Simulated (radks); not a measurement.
# Ionisation of Gd: one atom, several choices of relativity

The task here is to estimate one member of a computed series from the others.

The numbers are computed with radks (a radial shooting solver on a logarithmic mesh, Libxc functionals) version 1 (Kohn-Sham, PBE, spin-unpolarised, spherical densities), except any that are marked as measured or tabulated.

**The system**

* element: gadolinium (Z = 64)
* charge: 0
* electrons: 64
* configuration: [Xe] 4f7 5d1 6s2
* ion: Gd⁺, [Xe] 4f7 5d1 6s1
* choices: non-relativistic; scalar-relativistic; Dirac, 2j+1 shares; Dirac, low j first; scalar-relativistic, finite nucleus; Dirac, 2j+1 shares, finite nucleus; Dirac, c × 0.85; Dirac, c × 1.25; Dirac, c × 10

The first run:

Input:

```text
Z 64
configuration [Xe] 4f7 5d1 6s2 6p0 7s0
relativity non-relativistic
functional pbe,pbe
spin unpolarised
nucleus point
```

Steps of the session up to this table: non-relativistic: Gd.

One of the session's tables, all rows but one given; the rest of the session is left out.

It belongs to the step «non-relativistic: Gd». From the orbitals of this run (lengths in bohr):

| level | <r> | outermost maximum (interpolated) | 90 % within | nodes |
| --- | --- | --- | --- | --- |
| 4p | 0.6011 | 0.553 | 0.873 | 2 |
| 4d | 0.6361 | 0.560 | 0.954 | 1 |
| 5s | 1.422 | 1.28 | 2.05 | 4 |
| 5p | 1.599 | 1.39 | 2.34 | 3 |
| 4f | ? | ? | ? | ? |
| 6s | 4.246 | 3.63 | 6.25 | 5 |
| 5d | 2.680 | 1.90 | 4.37 | 2 |
| 6p | 5.641 | 4.63 | 8.51 | 4 |

**Question.** Estimate the row for 4f.

The run gave: <r>: 0.8251; outermost maximum (interpolated): 0.556; 90 % within: 1.40; nodes: 0. In the column «<r>» it lies between 4d (0.6361) and 5s (1.422).

Caveats from the session: Spin polarisation and multiplet splitting of open shells are left out at every level.
